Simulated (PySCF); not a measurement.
# C2H6Co: ligand-field states

Aim: compute the ligand-field states of C2H6Co.

Programs: PySCF 2.14.0, with routines of our own; each step states its level. All values are computed. Atoms count from 0.

## 1. The system as given

9 atoms, charge 0, states of the metal's open shell are computed; geometry from: model start, shaken.

## 2. Optimising the geometry at PBE0-D3(BJ)/def2-TZVP

What the job is given:

```
{"job": {"xc": "PBE0", "basis": "def2-TZVP", "d3": "d3bj", "grid": 1, "maxiter": 45, "kind": "geom"}, "charge": 0, "metal": "Co", "open_shell": "d7"}
Co     0.000020     0.004480    -0.004110
C     -0.013360    -0.006820     1.950130
H      1.034560     0.020100     2.333840
H     -0.526140     0.902520     2.346580
H     -0.515250    -0.909130     2.340780
C      0.010430    -0.020160    -1.971860
H     -1.062180    -0.019340    -2.368850
H      0.513300     0.876170    -2.337150
H      0.519180    -0.897980    -2.378970
```

Command:

```console
> OMP_NUM_THREADS=1 python lf_run.py task.json out
```

One launch serves the whole session: the jobs run in the order shown.

Output:

```text
step   0  E = -1462.25299566  max force = 0.025396
step   1  E = -1462.25564704  max force = 0.002019
step   2  E = -1462.25570039  max force = 0.000954
step   3  E = -1462.25571857  max force = 0.000475
step   4  E = -1462.25572121  max force = 0.000192
optimisation converged
```

Run time: 68 s. Hardware: 1 thread of Arm Neoverse V2, shared host; peak memory 0.5 GiB.

Relaxation path:

```csv
step,energy from step 0 (eV),largest force component (eV/Å)
0,0.0000,1.3059
1,-0.0721,0.1038
2,-0.0736,0.0491
3,-0.0741,0.0244
4,-0.0742,0.0099
```

Distances of close pairs at the start and the end, largest changes first:

```csv
bond,before (Å),after (Å),change (Å)
C5–H6,1.144,1.097,-0.047
Co0–C1,1.954,1.989,+0.035
Co0–C5,1.968,1.989,+0.021
C1–H3,1.117,1.096,-0.021
C1–H2,1.116,1.096,-0.020
C1–H4,1.104,1.096,-0.008
C5–H7,1.091,1.096,+0.006
C5–H8,1.093,1.096,+0.003
```

The end geometry stands in the next job.

```csv
at the end point,value
point group (found at 0.08 Å tolerance),D3d
"rotational constants (GHz, main isotopes)","80.712, 3.804, 3.804"
dipole moment (D),0.00
⟨S²⟩,3.765
```

## 3. Ligand-field states: state-averaged CASSCF

What the job is given:

```
{"job": {"kind": "lf", "basis": {"metal": "x2c-TZVPall", "ligand": "x2c-SVPall"}, "nevpt": true}, "charge": 0, "metal": "Co", "open_shell": "d7"}
Co     0.000000     0.000000     0.000000
C      0.000000     0.000000     1.989202
H     -1.017552    -0.007553     2.397232
H      0.515317    -0.877449     2.397232
H      0.502235     0.885002     2.397232
C     -0.000000    -0.000000    -1.989202
H      1.017552     0.007553    -2.397232
H     -0.502235    -0.885002    -2.397232
H     -0.515317     0.877449    -2.397232
```

Method: state-averaged CASSCF of the metal d shell, SC-NEVPT2 on the averaged canonical orbitals, state-interaction spin-orbit coupling.

Output:

```text
basis functions 106, electrons 45, active (7e, 5o)
stage 1: DIIS on the effective Fock matrix, level shift 0.30
cycle   1  E = -1463.9630318497  dE = -1.464e+03  max|g| = 3.375e+00
cycle   2  E = -1467.5650717855  dE = -3.602e+00  max|g| = 2.282e+00
cycle   3  E = -1464.2743945612  dE =  3.291e+00  max|g| = 3.965e+00
cycle   4  E = -1470.1904154687  dE = -5.916e+00  max|g| = 5.963e-01
cycle   5  E = -1470.8488924961  dE = -6.585e-01  max|g| = 1.851e-01
cycle   6  E = -1470.9074470059  dE = -5.855e-02  max|g| = 8.331e-02
cycle   7  E = -1470.9219480492  dE = -1.450e-02  max|g| = 6.758e-02
cycle   8  E = -1470.9157245337  dE =  6.224e-03  max|g| = 1.074e-01
cycle   9  E = -1470.9277035960  dE = -1.198e-02  max|g| = 6.772e-02
cycle  10  E = -1470.9345524863  dE = -6.849e-03  max|g| = 2.778e-02
cycle  11  E = -1470.9344897316  dE =  6.275e-05  max|g| = 3.328e-02
cycle  12  E = -1470.9323073376  dE =  2.182e-03  max|g| = 4.585e-02
cycle  13  E = -1470.9276282027  dE =  4.679e-03  max|g| = 7.429e-02
cycle  14  E = -1470.9152102361  dE =  1.242e-02  max|g| = 1.089e-01
cycle  15  E = -1470.8805964000  dE =  3.461e-02  max|g| = 1.582e-01
stage 2: quasi-Newton rotations from the point of smallest gradient
cycle  17  E = -1470.9358260281  dE = -1.274e-03  max|g| = 2.874e-02
cycle  18  E = -1470.9361479427  dE = -3.219e-04  max|g| = 1.094e-02
cycle  19  E = -1470.9361889613  dE = -4.102e-05  max|g| = 1.202e-03
cycle  20  E = -1470.9361910960  dE = -2.135e-06  max|g| = 4.202e-04
cycle  21  E = -1470.9361914655  dE = -3.696e-07  max|g| = 9.370e-05
cycle  22  E = -1470.9361914798  dE = -1.431e-08  max|g| = 2.916e-05
cycle  23  E = -1470.9361914817  dE = -1.879e-09  max|g| = 9.177e-06
converged average energy = -1470.9361914817

 mult deg   label        CASSCF/cm-1   NEVPT2/cm-1
   4   1   4A2g                0.0           0.0
   4   1   4A1g               47.0          81.8
   4   1   4A2g             1648.0        1563.6
   4   2   4Eg              1793.9        2068.0
   4   2   4Eg              1341.7        2122.2
   4   1   4A2g            16692.4       13316.1
   2   2   2Eg             18015.6       15816.1
   2   1   2A2g            18018.1       16920.5
   2   2   2Eg             18339.4       16944.0
   2   1   2A1g            18034.2       16953.2
   2   1   2A1g            18750.6       17680.9
   4   2   4Eg             20012.4       17772.6
   2   2   2Eg             22132.6       19120.2
   2   1   2A2g            21705.2       19563.2
   2   2   2Eg             20276.5       19823.8
   2   2   2Eg             24162.8       21283.1
   2   2   2Eg             23822.5       22059.4
   2   2   2Eg             25558.5       22617.8
   2   1   2A2g            26068.8       22862.4
   2   1   2A2g            25000.4       23463.1
   2   1   2A1g            25000.4       23466.6
   2   2   2Eg             26370.2       25023.4
   2   2   2Eg             27817.0       25084.8
   2   1   2A1g            28619.9       26027.7
   2   2   2Eg             27878.8       27632.9
   2   1   2A2g            41377.0       36138.3
   2   2   2Eg             41807.7       36559.3
   2   2   2Eg             42579.7       38010.8
   2   1   2A1g            43383.4       38939.4
   2   1   2A2g            43385.2       38942.9
   2   1   2A1g            64172.3       54845.7
   2   2   2Eg             64420.7       55886.7
   2   2   2Eg             69279.8       61782.2

spin-orbit levels / cm-1
      0.00  x2  4A2g 0.52 4A1g 0.47
    450.14  x2  4A2g 0.56 4A1g 0.40 4Eg 0.03
    926.29  x2  4A1g 0.55 4A2g 0.38 4Eg 0.06
   1411.81  x2  4A1g 0.46 4A2g 0.42 4Eg 0.06
   1759.49  x2  4A2g 0.65 4Eg 0.33
   1908.53  x2  4A2g 0.52 4Eg 0.35 4Eg 0.05
   2200.42  x2  4Eg 0.60 4Eg 0.35
   2401.92  x2  4Eg 0.93
   2700.06  x2  4A2g 0.38 4Eg 0.36 4Eg 0.23
   2788.04  x2  4Eg 0.65 4Eg 0.27 4A2g 0.08
   3116.05  x2  4Eg 0.60 4Eg 0.38
   3313.97  x2  4Eg 0.61 4Eg 0.22 4A2g 0.17
   3511.41  x2  4Eg 0.53 4Eg 0.39 4A2g 0.06
   3711.80  x2  4Eg 0.51 4Eg 0.39 4A2g 0.09
  13975.02  x2  4A2g 0.99
  14006.80  x2  4A2g 0.99
  16186.20  x2  2Eg 0.98
  16725.44  x2  2Eg 0.80 2Eg 0.17
  17266.60  x2  2A2g 0.51 2A1g 0.47
  17545.88  x2  2Eg 0.81 2Eg 0.18
  17689.72  x2  2Eg 0.72 2A1g 0.19 2A2g 0.04
  18088.33  x2  2A1g 0.51 2A2g 0.47
  18234.84  x2  4Eg 0.99
  18319.19  x2  4Eg 0.96
  18379.11  x2  4Eg 0.58 2A1g 0.26 2Eg 0.07
  18478.32  x2  2A1g 0.46 4Eg 0.34 2Eg 0.17
  18694.27  x2  4Eg 0.97
  19806.89  x2  2Eg 0.75 2A2g 0.16 4Eg 0.05
  20026.76  x2  2Eg 0.92
  20162.74  x2  2Eg 0.99
```

Run time: 4.7 s. Hardware: 1 thread of Arm Neoverse V2, shared host; peak memory 0.29 GiB.

Warnings kept with the result: spin Hamiltonian not valid, low-lying orbital states.

From this job:

```csv
quantity,value
spin-orbit constant ζ,504 cm⁻¹
```

Powder susceptibility:

```csv
T (K),χT (cm³ K/mol),μ(eff)
2,4.462,5.97
5,4.471,5.98
10,4.486,5.99
20,4.515,6.01
30,4.544,6.03
50,4.603,6.07
75,4.675,6.12
100,4.745,6.16
150,4.859,6.23
200,4.929,6.28
250,4.962,6.30
300,4.968,6.30
```

Orbitals, density, ELF and potential are computed afterwards from the orbital file.

The spin density lies nearest to Co0 98 %.

## 4. Ligand-field states: state-averaged CASSCF (basis x2c-TZVPall)

Settings changed since step 3:

```diff
@@ -1,2 +1,2 @@
-{"job": {"kind": "lf", "basis": {"metal": "x2c-TZVPall", "ligand": "x2c-SVPall"}, "nevpt": true}, "charge": 0, "metal": "Co", "open_shell": "d7"}
+{"job": {"kind": "lf", "basis": "x2c-TZVPall", "nevpt": true}, "charge": 0, "metal": "Co", "open_shell": "d7"}
 Co     0.000000     0.000000     0.000000
```

Method: state-averaged CASSCF of the metal d shell, SC-NEVPT2 on the averaged canonical orbitals, state-interaction spin-orbit coupling.

Output:

```text
basis functions 146, electrons 45, active (7e, 5o)
stage 1: DIIS on the effective Fock matrix, level shift 0.30
cycle   1  E = -1463.8268370147  dE = -1.464e+03  max|g| = 3.131e+00
cycle   2  E = -1467.6734757514  dE = -3.847e+00  max|g| = 2.446e+00
cycle   3  E = -1463.7676655243  dE =  3.906e+00  max|g| = 3.765e+00
cycle   4  E = -1470.5746039511  dE = -6.807e+00  max|g| = 4.023e-01
cycle   5  E = -1470.9508169175  dE = -3.762e-01  max|g| = 2.002e-01
cycle   6  E = -1471.0027989470  dE = -5.198e-02  max|g| = 9.232e-02
cycle   7  E = -1471.0144612974  dE = -1.166e-02  max|g| = 4.218e-02
cycle   8  E = -1471.0189584037  dE = -4.497e-03  max|g| = 3.034e-02
cycle   9  E = -1471.0169145260  dE =  2.044e-03  max|g| = 4.964e-02
cycle  10  E = -1471.0124936446  dE =  4.421e-03  max|g| = 6.341e-02
cycle  11  E = -1471.0055981278  dE =  6.896e-03  max|g| = 7.324e-02
cycle  12  E = -1470.9874296304  dE =  1.817e-02  max|g| = 1.077e-01
cycle  13  E = -1470.9636272275  dE =  2.380e-02  max|g| = 1.478e-01
cycle  14  E = -1470.9282141848  dE =  3.541e-02  max|g| = 1.936e-01
cycle  15  E = -1470.8691207888  dE =  5.909e-02  max|g| = 2.527e-01
stage 2: quasi-Newton rotations from the point of smallest gradient
cycle  17  E = -1471.0220691530  dE = -3.111e-03  max|g| = 2.479e-02
cycle  18  E = -1471.0223485320  dE = -2.794e-04  max|g| = 1.865e-02
cycle  19  E = -1471.0224780345  dE = -1.295e-04  max|g| = 2.202e-03
cycle  20  E = -1471.0224861753  dE = -8.141e-06  max|g| = 6.009e-04
cycle  21  E = -1471.0224871136  dE = -9.384e-07  max|g| = 1.596e-04
cycle  22  E = -1471.0224871486  dE = -3.495e-08  max|g| = 4.288e-05
cycle  23  E = -1471.0224871532  dE = -4.585e-09  max|g| = 1.193e-05
cycle  24  E = -1471.0224871535  dE = -3.224e-10  max|g| = 3.063e-06
converged average energy = -1471.0224871535

 mult deg   label        CASSCF/cm-1   NEVPT2/cm-1
   4   1   4A2g                0.0           0.0
   4   1   4A1g               45.1          79.1
   4   1   4A2g             1669.1        1520.3
   4   2   4Eg              1807.0        1991.2
   4   2   4Eg              1308.8        1996.7
   4   1   4A2g            16668.5       13270.6
   2   2   2Eg             18036.2       15813.9
   2   1   2A2g            18032.7       16866.7
   2   2   2Eg             18331.6       16878.9
   2   1   2A1g            18048.3       16898.0
   2   1   2A1g            18735.0       17591.4
   4   2   4Eg             20058.9       17643.5
   2   2   2Eg             22112.0       19114.4
   2   1   2A2g            21660.2       19505.6
   2   2   2Eg             20278.0       19714.2
   2   2   2Eg             24112.4       21151.6
   2   2   2Eg             23792.4       21933.5
   2   2   2Eg             25525.9       22539.8
   2   1   2A2g            26072.4       22720.0
   2   1   2A2g            25015.6       23359.8
   2   1   2A1g            25015.7       23364.0
   2   2   2Eg             26432.4       24909.8
   2   2   2Eg             27845.4       24960.6
   2   1   2A1g            28652.3       25908.6
   2   2   2Eg             27941.1       27473.9
   2   1   2A2g            41405.8       36015.6
   2   2   2Eg             41826.6       36441.7
   2   2   2Eg             42591.8       37867.2
   2   1   2A1g            43427.4       38794.2
   2   1   2A2g            43429.0       38797.5
   2   1   2A1g            64142.2       54744.2
   2   2   2Eg             64430.2       55740.8
   2   2   2Eg             69373.5       61536.6

spin-orbit levels / cm-1
      0.00  x2  4A2g 0.52 4A1g 0.47
    446.14  x2  4A2g 0.56 4A1g 0.40 4Eg 0.04
    918.61  x2  4A1g 0.54 4A2g 0.38 4Eg 0.07
   1401.67  x2  4A1g 0.45 4A2g 0.41 4Eg 0.07
   1705.25  x2  4A2g 0.64 4Eg 0.34
   1853.60  x2  4A2g 0.49 4Eg 0.36 4Eg 0.05
   2112.16  x2  4Eg 0.58 4Eg 0.36
   2284.49  x2  4Eg 0.94
   2622.95  x2  4A2g 0.40 4Eg 0.37 4Eg 0.20
   2702.10  x2  4Eg 0.63 4Eg 0.29 4A2g 0.08
   3014.53  x2  4Eg 0.57 4Eg 0.41
   3233.47  x2  4Eg 0.60 4Eg 0.24 4A2g 0.16
   3414.80  x2  4Eg 0.50 4Eg 0.41 4A2g 0.07
   3616.31  x2  4Eg 0.47 4Eg 0.42 4A2g 0.11
  13931.65  x2  4A2g 0.99
  13962.83  x2  4A2g 0.99
  16186.23  x2  2Eg 0.98
  16709.74  x2  2Eg 0.78 2Eg 0.20
  17212.95  x2  2A2g 0.51 2A1g 0.47
  17497.30  x2  2Eg 0.79 2Eg 0.21
  17619.96  x2  2Eg 0.71 2A1g 0.20 2A2g 0.04
  18036.31  x2  2A1g 0.51 2A2g 0.47
  18108.10  x2  4Eg 0.99
  18195.98  x2  4Eg 0.96
  18271.63  x2  4Eg 0.73 2A1g 0.15 2Eg 0.06
  18387.01  x2  2A1g 0.57 2Eg 0.21 4Eg 0.20
  18569.01  x2  4Eg 0.97
  19786.95  x2  2Eg 0.75 2A2g 0.18 4Eg 0.04
  20013.36  x2  2Eg 0.87 2Eg 0.06
  20053.40  x2  2Eg 0.93 2Eg 0.06
```

Run time: 5.7 s. Hardware: 1 thread of Arm Neoverse V2, shared host; peak memory 0.38 GiB.

Warnings kept with the result: spin Hamiltonian not valid, low-lying orbital states.

From this job:

```csv
quantity,value
spin-orbit constant ζ,504 cm⁻¹
```

Powder susceptibility:

```csv
T (K),χT (cm³ K/mol),μ(eff)
2,4.465,5.97
20,4.519,6.01
100,4.753,6.17
300,4.979,6.31
```

## 5. Ligand-field states: state-averaged CASSCF (avg hs)

Settings changed since step 4:

```diff
@@ -1,2 +1,2 @@
-{"job": {"kind": "lf", "basis": "x2c-TZVPall", "nevpt": true}, "charge": 0, "metal": "Co", "open_shell": "d7"}
+{"job": {"kind": "lf", "basis": {"metal": "x2c-TZVPall", "ligand": "x2c-SVPall"}, "nevpt": true, "avg": "hs"}, "charge": 0, "metal": "Co", "open_shell": "d7"}
 Co     0.000000     0.000000     0.000000
```

Level: state-averaged CASSCF of the metal d shell, SC-NEVPT2 on the averaged canonical orbitals, state-interaction spin-orbit coupling.

Output:

```text
basis functions 106, electrons 45, active (7e, 5o)
stage 1: DIIS on the effective Fock matrix, level shift 0.30
cycle   1  E = -1464.0036859759  dE = -1.464e+03  max|g| = 3.375e+00
cycle   2  E = -1467.6883008651  dE = -3.685e+00  max|g| = 2.279e+00
cycle   3  E = -1464.9929046834  dE =  2.695e+00  max|g| = 3.817e+00
cycle   4  E = -1470.2702358649  dE = -5.277e+00  max|g| = 5.617e-01
cycle   5  E = -1470.9196770214  dE = -6.494e-01  max|g| = 1.977e-01
cycle   6  E = -1470.9755698498  dE = -5.589e-02  max|g| = 1.162e-01
cycle   7  E = -1471.0006513752  dE = -2.508e-02  max|g| = 6.965e-02
cycle   8  E = -1470.9895082084  dE =  1.114e-02  max|g| = 1.256e-01
cycle   9  E = -1471.0021933312  dE = -1.269e-02  max|g| = 8.032e-02
cycle  10  E = -1471.0116351305  dE = -9.442e-03  max|g| = 3.696e-02
cycle  11  E = -1471.0136022219  dE = -1.967e-03  max|g| = 1.063e-02
cycle  12  E = -1471.0124754346  dE =  1.127e-03  max|g| = 2.173e-02
cycle  13  E = -1470.9959969947  dE =  1.648e-02  max|g| = 8.816e-02
cycle  14  E = -1470.8644143261  dE =  1.316e-01  max|g| = 2.232e-01
cycle  15  E = -1470.7352521111  dE =  1.292e-01  max|g| = 4.075e-01
stage 2: quasi-Newton rotations from the point of smallest gradient
cycle  17  E = -1471.0138851488  dE = -2.829e-04  max|g| = 1.126e-02
cycle  18  E = -1471.0139556979  dE = -7.055e-05  max|g| = 4.314e-03
cycle  19  E = -1471.0139674334  dE = -1.174e-05  max|g| = 7.469e-04
cycle  20  E = -1471.0139684719  dE = -1.038e-06  max|g| = 1.593e-04
cycle  21  E = -1471.0139685521  dE = -8.020e-08  max|g| = 5.984e-05
cycle  22  E = -1471.0139685579  dE = -5.794e-09  max|g| = 1.298e-05
cycle  23  E = -1471.0139685583  dE = -3.893e-10  max|g| = 3.835e-06
converged average energy = -1471.0139685583

 mult deg   label        CASSCF/cm-1   NEVPT2/cm-1
   4   1   4A2g                0.0           0.0
   4   1   4A1g               48.3          77.8
   4   1   4A2g             1638.9        1532.8
   4   2   4Eg              1188.0        1814.0
   4   2   4Eg              1718.0        1933.8
   4   1   4A2g            16799.7       13320.0
   2   2   2Eg             18195.4       16064.8
   2   1   2A2g            18218.9       16938.5
   2   1   2A1g            18234.5       16967.8
   2   2   2Eg             18463.5       16974.8
   4   2   4Eg             20104.1       17502.5
   2   1   2A1g            18817.4       17583.9
   2   2   2Eg             22374.8       19333.5
   2   2   2Eg             20277.6       19580.1
   2   1   2A2g            21970.0       19687.2
   2   2   2Eg             24243.2       21044.0
   2   2   2Eg             23927.3       21952.1
   2   2   2Eg             25720.9       22521.2
   2   1   2A2g            26120.2       22580.2
   2   1   2A2g            25128.2       23381.6
   2   1   2A1g            25128.6       23388.0
   2   2   2Eg             26520.8       24898.1
   2   2   2Eg             27963.3       24972.9
   2   1   2A1g            28711.5       25839.3
   2   2   2Eg             27925.6       27216.9
   2   1   2A2g            41769.3       36119.2
   2   2   2Eg             42123.4       36503.2
   2   2   2Eg             42861.9       37820.6
   2   1   2A1g            43674.8       38727.1
   2   1   2A2g            43676.6       38730.3
   2   1   2A1g            64705.3       54931.8
   2   2   2Eg             64945.0       55807.6
   2   2   2Eg             69682.1       61405.8

spin-orbit levels / cm-1
      0.00  x2  4A2g 0.52 4A1g 0.47
    439.12  x2  4A2g 0.55 4A1g 0.40 4Eg 0.05
    906.05  x2  4A1g 0.53 4A2g 0.37 4Eg 0.08
   1385.85  x2  4A1g 0.42 4A2g 0.39 4Eg 0.10
   1686.20  x2  4A2g 0.60 4Eg 0.36 4Eg 0.04
   1829.33  x2  4A2g 0.43 4Eg 0.37 4Eg 0.07
   2012.94  x2  4Eg 0.52 4Eg 0.40 4A1g 0.04
   2116.08  x2  4Eg 0.93
   2553.41  x2  4A2g 0.43 4Eg 0.41 4Eg 0.12
   2613.41  x2  4Eg 0.54 4Eg 0.36 4A2g 0.09
   2899.99  x2  4Eg 0.50 4Eg 0.48
   3160.46  x2  4Eg 0.58 4Eg 0.29 4A2g 0.13
   3317.42  x2  4Eg 0.46 4Eg 0.42 4A2g 0.10
   3528.93  x2  4Eg 0.49 4Eg 0.34 4A2g 0.16
  13983.83  x2  4A2g 0.99
  14015.26  x2  4A2g 0.99
  16443.55  x2  2Eg 0.97
  16918.52  x2  2Eg 0.71 2Eg 0.26
  17291.93  x2  2A2g 0.51 2A1g 0.47
  17643.23  x2  2Eg 0.72 2Eg 0.27
  17678.03  x2  2Eg 0.67 2A1g 0.25 2A2g 0.04
  17969.93  x2  4Eg 0.99
  18064.56  x2  4Eg 0.97
  18107.96  x2  2A1g 0.49 2A2g 0.45 4Eg 0.03
  18163.37  x2  4Eg 0.88
  18403.47  x2  2A1g 0.49 4Eg 0.28 2Eg 0.21
  18445.53  x2  4Eg 0.72 2A1g 0.17 2Eg 0.08
  19918.96  x2  2Eg 0.99
  19985.13  x2  2Eg 0.75 2A2g 0.20
  20215.05  x2  2Eg 0.93
```

Run time: 3.3 s. Hardware: 1 thread of Arm Neoverse V2, shared host; peak memory 0.38 GiB.

Warnings kept with the result: spin Hamiltonian not valid, low-lying orbital states.

In short:

```csv
quantity,value
spin-orbit constant ζ,507 cm⁻¹
```

Powder susceptibility:

```csv
T (K),χT (cm³ K/mol),μ(eff)
2,4.463,5.97
20,4.519,6.01
100,4.761,6.17
300,4.997,6.32
```

## 6. Ligand field across the series

From the NEVPT2 states (cm⁻¹; the spread is that of the fitted one-electron ligand-field levels):

```csv
step,setting,ground state,next state,orbital spread,Racah B,ζ,"μ(eff), 300 K"
3,as given,4A2g,4A1g at 82,4197,970,504,6.30
4,basis x2c-TZVPall,4A2g,4A1g at 79,4173,966,504,6.31
5,avg hs,4A2g,4A1g at 78,3930,968,507,6.32
```

## 7. Summary of results

```
                                                         quantity                  value
                                                      point group                    D3d
                             rotational constants (main isotopes)  80.71, 3.80, 3.80 GHz
            spin-orbit constant ζ (step 3, state-averaged CASSCF)               504 cm⁻¹
ground multiplicity, μ(eff) at 300 K (step 3, 2 donors at 1.99 Å)             4, 6.30 μB
ground multiplicity, μ(eff) at 300 K (step 4, 2 donors at 1.99 Å)             4, 6.31 μB
ground multiplicity, μ(eff) at 300 K (step 5, 2 donors at 1.99 Å)             4, 6.32 μB
```

What this shows: The optimisation took 4 steps and gained 0.074 eV; among the close pairs (by a distance rule), C5–H6 changed most, from 1.144 to 1.097 Å. In step 3, χT goes from 4.46 at 2 K to 4.97 cm³ K/mol at 300 K, as higher levels fill or mix in. The spread of the ligand-field levels runs from 3930 cm⁻¹ (avg hs) to 4197 cm⁻¹ (as given); μ(eff) at 300 K: 6.30 to 6.32 μB.
